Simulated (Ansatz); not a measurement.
Born–Oppenheimer molecular dynamics of a periodic cell of 14 atoms, Ta2O5 (start crystal Ta2O5, start structure P2/m, volume 1.15 times the crystal's). It goes on from the last frame of an earlier run, with new velocities.

All numbers below come from Ansatz 0.2.0, DFT PBEsol, scalar-relativistic, plane waves, PAW. Settings: accuracy low, PAW set soft_1, cutoff 420 eV, k mesh 2x2x2, fermi-dirac smearing 0.36 eV, no spin polarisation.

* ensemble: NVT, Nosé–Hoover chain
* time step: 1.12 fs
* steps asked: 200
* set temperature: 2520 K
* thermostat: time constant 3 fs, chain length 1
* seed: 716736

Frames 11.2 fs apart, positions in Å, forces in eV/Å.

Velocities at 0.0 fs (Å/ps):

```
Ta 2.22 -0.40 2.39
Ta -5.88 -0.92 3.15
O 4.62 12.57 -2.34
O 12.76 21.20 14.07
O -0.40 -10.78 2.23
O -4.52 -0.39 -15.24
O -4.52 -2.53 -7.41
Ta 1.82 0.97 -4.36
Ta -0.95 1.79 -1.60
O 18.05 1.16 -10.67
O -3.23 -11.14 -9.20
O 14.93 -10.27 15.42
O -19.35 0.46 24.36
O 13.15 -16.60 -6.35
```

```xyz
14
Lattice="-4.0246 -4.0469 0.0000 4.0246 -4.0469 0.0000 -1.9057 0.0000 6.8403" Properties=species:S:1:pos:R:3:forces:R:3 time_fs=0.0 energy_less_start_eV=0.000 T=2520
Ta 0.840 -4.317 5.168 3.41 3.21 -0.75
Ta 1.233 -4.294 1.375 -2.16 0.42 0.41
O -3.146 -6.507 5.674 -0.85 0.27 -2.10
O 1.111 -1.452 0.976 0.82 -2.43 -0.78
O -0.935 -4.526 5.689 0.96 -0.55 -0.09
O 2.996 -3.531 0.822 -3.27 -2.81 1.41
O 1.273 -3.707 3.304 -1.29 -2.40 -1.97
Ta -3.204 -4.391 5.584 -2.33 0.08 -0.72
Ta -3.430 -4.008 1.710 0.08 -0.11 0.83
O -3.133 -2.692 4.912 1.26 2.99 0.87
O 1.189 -6.247 1.632 1.46 4.70 -0.61
O -5.171 -3.991 5.643 0.11 -2.26 0.33
O -0.616 -3.964 0.503 1.71 -0.36 2.57
O -3.525 -4.519 3.440 0.10 -0.75 0.60
14
Lattice="-4.0246 -4.0469 0.0000 4.0246 -4.0469 0.0000 -1.9057 0.0000 6.8403" Properties=species:S:1:pos:R:3:forces:R:3 time_fs=11.2 energy_less_start_eV=-1.420 T=2381
Ta 0.872 -4.312 5.192 1.51 2.06 0.03
Ta 1.163 -4.304 1.408 -3.61 -0.12 -1.46
O -3.121 -6.389 5.572 -0.20 -1.24 -1.63
O 1.292 -1.367 1.067 0.07 -2.23 -0.82
O -0.894 -4.644 5.711 1.35 0.58 -0.22
O 2.852 -3.640 0.713 0.21 -2.39 1.15
O 1.187 -3.811 3.187 -0.56 -1.24 1.69
Ta -3.190 -4.380 5.537 -0.39 0.79 -0.30
Ta -3.443 -3.986 1.697 -0.14 0.02 1.03
O -2.908 -2.586 4.835 0.09 1.47 1.47
O 1.208 -6.188 1.517 0.51 1.68 0.01
O -5.024 -4.159 5.800 -1.07 -0.28 -0.89
O -0.739 -3.974 0.806 2.74 -0.28 -0.89
O -3.389 -4.705 3.413 -0.49 1.17 0.82
14
Lattice="-4.0246 -4.0469 0.0000 4.0246 -4.0469 0.0000 -1.9057 0.0000 6.8403" Properties=species:S:1:pos:R:3:forces:R:3 time_fs=22.4 energy_less_start_eV=-0.869 T=2819
Ta 0.912 -4.293 5.213 1.65 -0.09 -0.61
Ta 1.076 -4.310 1.429 -2.14 2.69 -0.36
O -3.114 -6.364 5.366 0.37 -0.35 0.44
O 1.445 -1.440 1.098 -2.57 2.04 1.17
O -0.772 -4.712 5.714 -1.15 0.78 -0.15
O 2.756 -3.905 0.693 4.57 0.10 0.10
O 1.065 -3.999 3.215 0.07 -0.11 3.15
Ta -3.180 -4.365 5.491 0.68 0.13 -1.34
Ta -3.454 -3.968 1.692 2.64 -3.62 -0.52
O -2.700 -2.380 4.877 -1.13 -0.53 1.63
O 1.264 -6.053 1.415 -0.68 -5.95 0.53
O -4.966 -4.332 5.879 -0.62 1.33 -1.07
O -0.670 -3.999 1.019 -0.80 0.62 -2.65
O -3.304 -4.782 3.445 -0.90 2.95 -0.32
14
Lattice="-4.0246 -4.0469 0.0000 4.0246 -4.0469 0.0000 -1.9057 0.0000 6.8403" Properties=species:S:1:pos:R:3:forces:R:3 time_fs=33.6 energy_less_start_eV=-1.075 T=2644
Ta 0.966 -4.274 5.234 1.53 -1.51 2.15
Ta 0.976 -4.306 1.449 4.62 -2.10 1.66
O -3.082 -6.359 5.178 0.57 0.93 1.89
O 1.446 -1.408 1.196 -0.80 -0.35 0.22
O -0.724 -4.725 5.714 -2.46 1.03 0.81
O 2.921 -4.190 0.703 0.10 0.98 1.17
O 0.939 -4.209 3.401 0.17 0.24 -4.35
Ta -3.167 -4.349 5.435 0.60 -0.73 -2.06
Ta -3.450 -3.970 1.684 1.24 -2.57 -0.33
O -2.558 -2.200 5.035 -1.48 -2.02 1.06
O 1.272 -6.227 1.345 -1.23 0.56 0.58
O -4.942 -4.423 5.883 0.71 1.98 -1.08
O -0.655 -3.982 1.057 -2.60 0.83 -2.55
O -3.279 -4.658 3.470 -0.96 2.72 0.81
14
Lattice="-4.0246 -4.0469 0.0000 4.0246 -4.0469 0.0000 -1.9057 0.0000 6.8403" Properties=species:S:1:pos:R:3:forces:R:3 time_fs=44.8 energy_less_start_eV=-1.345 T=2585
Ta 1.026 -4.265 5.266 -1.11 -2.66 1.77
Ta 0.901 -4.313 1.477 0.82 -2.39 -2.20
O -3.010 -6.306 5.121 0.37 -0.64 1.30
O 1.397 -1.420 1.309 1.47 -3.73 -0.43
O -0.827 -4.658 5.765 0.91 1.63 0.42
O 3.090 -4.402 0.769 -4.40 1.06 -0.71
O 0.829 -4.396 3.343 0.25 0.83 -1.23
Ta -3.148 -4.337 5.368 2.48 0.11 0.90
Ta -3.439 -3.990 1.676 0.66 -1.53 1.41
O -2.530 -2.154 5.268 -1.55 -0.44 0.02
O 1.207 -6.371 1.310 -0.12 5.39 -0.22
O -4.891 -4.369 5.811 -1.17 1.64 -0.32
O -0.782 -3.916 0.918 2.13 -0.53 -0.40
O -3.324 -4.341 3.546 -0.74 1.27 -0.31
14
Lattice="-4.0246 -4.0469 0.0000 4.0246 -4.0469 0.0000 -1.9057 0.0000 6.8403" Properties=species:S:1:pos:R:3:forces:R:3 time_fs=56.0 energy_less_start_eV=-2.336 T=2355
Ta 1.076 -4.273 5.306 -2.33 -3.15 1.10
Ta 0.841 -4.332 1.487 1.28 -0.09 -6.01
O -2.921 -6.286 5.158 -0.21 0.23 0.25
O 1.417 -1.629 1.397 -1.16 0.94 0.90
O -0.874 -4.490 5.835 1.67 1.06 -0.71
O 2.998 -4.509 0.811 -0.42 2.25 0.65
O 0.743 -4.511 3.227 0.19 1.14 4.85
Ta -3.117 -4.326 5.314 2.43 0.19 4.20
Ta -3.422 -4.018 1.673 1.99 -2.55 -2.26
O -2.608 -2.146 5.479 -1.00 0.74 -1.15
O 1.116 -6.204 1.276 -1.31 -0.76 0.24
O -4.912 -4.210 5.723 -0.88 0.50 0.34
O -0.794 -3.885 0.754 0.13 -0.73 0.25
O -3.418 -3.957 3.572 -0.38 0.25 -2.65
14
Lattice="-4.0246 -4.0469 0.0000 4.0246 -4.0469 0.0000 -1.9057 0.0000 6.8403" Properties=species:S:1:pos:R:3:forces:R:3 time_fs=67.2 energy_less_start_eV=-2.612 T=2314
Ta 1.107 -4.301 5.350 -2.67 -2.10 -0.43
Ta 0.793 -4.350 1.464 1.81 2.55 -0.65
O -2.853 -6.238 5.216 -0.73 2.73 -0.10
O 1.363 -1.779 1.536 -1.66 2.26 0.69
O -0.809 -4.254 5.859 -0.13 0.29 -0.29
O 2.864 -4.451 0.889 1.78 1.93 1.14
O 0.683 -4.530 3.395 0.68 1.41 -0.03
Ta -3.073 -4.314 5.287 0.39 0.90 2.36
Ta -3.396 -4.061 1.658 0.22 -2.58 -2.49
O -2.754 -2.098 5.598 -0.01 -0.17 -1.16
O 0.948 -6.088 1.252 -0.64 -3.92 -0.29
O -4.981 -4.025 5.664 1.73 -0.79 0.54
O -0.792 -3.910 0.613 -1.52 -0.77 -0.06
O -3.529 -3.591 3.440 0.75 -1.75 0.77
14
Lattice="-4.0246 -4.0469 0.0000 4.0246 -4.0469 0.0000 -1.9057 0.0000 6.8403" Properties=species:S:1:pos:R:3:forces:R:3 time_fs=78.4 energy_less_start_eV=-2.298 T=2248
Ta 1.120 -4.341 5.392 -1.27 0.27 -0.27
Ta 0.757 -4.355 1.433 1.23 -0.53 -0.69
O -2.837 -6.024 5.265 -0.24 -1.56 -0.39
O 1.198 -1.783 1.723 -0.33 -1.09 0.13
O -0.749 -4.000 5.866 -0.91 -0.39 0.94
O 2.841 -4.259 1.044 -0.10 0.05 0.19
O 0.671 -4.447 3.570 0.59 0.87 -3.47
Ta -3.026 -4.294 5.278 -0.93 4.91 1.18
Ta -3.368 -4.118 1.628 -1.44 0.98 0.00
O -2.899 -2.058 5.631 0.70 -0.48 -0.24
O 0.738 -6.194 1.211 0.57 2.54 -0.38
O -4.946 -3.901 5.646 0.42 -1.60 0.60
O -0.881 -3.993 0.485 0.17 -0.69 1.61
O -3.581 -3.363 3.345 1.55 -3.27 0.79
14
Lattice="-4.0246 -4.0469 0.0000 4.0246 -4.0469 0.0000 -1.9057 0.0000 6.8403" Properties=species:S:1:pos:R:3:forces:R:3 time_fs=89.6 energy_less_start_eV=-1.486 T=2567
Ta 1.125 -4.386 5.437 -1.32 3.96 -2.38
Ta 0.725 -4.362 1.393 0.83 0.05 0.08
O -2.837 -5.917 5.290 0.38 -4.10 -0.59
O 0.965 -1.856 1.952 -0.32 -0.91 -0.73
O -0.742 -3.743 5.942 -0.03 -1.79 0.83
O 2.818 -4.027 1.238 -0.54 -1.57 -1.13
O 0.709 -4.280 3.524 0.64 -0.36 -0.99
Ta -2.979 -4.235 5.277 -1.08 5.61 0.44
Ta -3.345 -4.178 1.591 -1.00 1.90 1.03
O -3.014 -2.053 5.645 0.66 -0.90 0.29
O 0.540 -6.162 1.136 1.68 2.25 0.06
O -4.873 -3.888 5.675 -1.89 -1.82 0.48
O -0.986 -4.140 0.464 0.11 0.54 2.08
O -3.515 -3.362 3.303 1.87 -2.87 0.54
14
Lattice="-4.0246 -4.0469 0.0000 4.0246 -4.0469 0.0000 -1.9057 0.0000 6.8403" Properties=species:S:1:pos:R:3:forces:R:3 time_fs=100.8 energy_less_start_eV=-0.941 T=3038
Ta 1.121 -4.405 5.466 -1.02 5.02 -3.56
Ta 0.700 -4.365 1.354 1.51 5.49 1.75
O -2.814 -6.036 5.272 0.17 2.98 -0.34
O 0.712 -1.968 2.114 -0.17 2.75 -2.58
O -0.748 -3.620 6.075 -0.35 -2.60 0.01
O 2.774 -3.907 1.350 1.30 -1.94 -1.57
O 0.792 -4.145 3.406 0.27 -1.85 1.77
Ta -2.939 -4.146 5.280 -1.16 -2.92 1.36
Ta -3.330 -4.229 1.562 -1.14 -1.56 1.18
O -3.079 -2.108 5.676 0.42 -0.06 0.02
O 0.464 -6.015 1.062 1.72 -4.62 0.12
O -4.925 -4.009 5.739 -1.52 -1.35 0.20
O -1.094 -4.245 0.582 -1.37 1.55 0.35
O -3.312 -3.566 3.309 1.33 -0.91 1.30
14
Lattice="-4.0246 -4.0469 0.0000 4.0246 -4.0469 0.0000 -1.9057 0.0000 6.8403" Properties=species:S:1:pos:R:3:forces:R:3 time_fs=112.0 energy_less_start_eV=-1.909 T=2693
Ta 1.111 -4.394 5.474 -0.87 3.48 -3.56
Ta 0.682 -4.341 1.323 0.38 1.02 1.51
O -2.779 -6.002 5.233 -0.11 2.53 0.45
O 0.441 -1.929 2.111 0.50 0.28 -2.34
O -0.779 -3.669 6.216 -0.98 -1.88 -0.49
O 2.800 -3.917 1.359 0.37 -1.37 -1.39
O 0.897 -4.127 3.391 -0.15 -1.87 1.94
Ta -2.904 -4.068 5.290 -0.47 -4.89 1.07
Ta -3.321 -4.288 1.538 -0.37 -0.19 0.56
O -3.118 -2.166 5.710 -0.07 1.51 -0.15
O 0.511 -6.090 1.003 1.67 0.06 1.02
O -5.086 -4.226 5.822 -0.29 -0.27 0.26
O -1.279 -4.256 0.744 0.10 0.84 0.41
O -3.011 -3.846 3.398 0.29 0.74 0.71
14
Lattice="-4.0246 -4.0469 0.0000 4.0246 -4.0469 0.0000 -1.9057 0.0000 6.8403" Properties=species:S:1:pos:R:3:forces:R:3 time_fs=123.2 energy_less_start_eV=-1.990 T=2534
Ta 1.094 -4.362 5.458 -2.55 1.65 -2.80
Ta 0.669 -4.312 1.307 0.42 -2.51 1.88
O -2.755 -5.809 5.234 -0.34 -1.70 1.42
O 0.233 -1.896 1.952 0.82 -3.82 -0.54
O -0.876 -3.842 6.302 -1.06 -0.09 -1.45
O 2.840 -4.017 1.265 -1.66 0.23 -1.02
O 0.981 -4.238 3.514 -0.34 -0.52 0.91
Ta -2.877 -4.028 5.307 0.07 -2.46 1.53
Ta -3.315 -4.340 1.521 0.67 2.95 0.41
O -3.159 -2.120 5.731 -0.69 0.85 -0.16
O 0.663 -6.176 1.019 0.27 3.15 1.45
O -5.231 -4.437 5.918 2.73 0.86 0.83
O -1.431 -4.206 0.912 2.41 -0.21 -0.14
O -2.723 -4.044 3.508 -0.77 1.63 -2.33
```

Of the whole run (224 fs, mean temperature of the second half 2525 K): The conserved energy stayed within 0.68 meV per atom of its start (net change -0.3 meV per atom), so the integration is sound. A run of 0.22 ps of so small a system gives no equilibrium averages. Limits of this set-up: coarse k mesh, PAW files made for another functional, low accuracy level.

The run took 16 min on 1 thread of Arm Neoverse V2, on a shared host, peak memory 0.55 GiB.
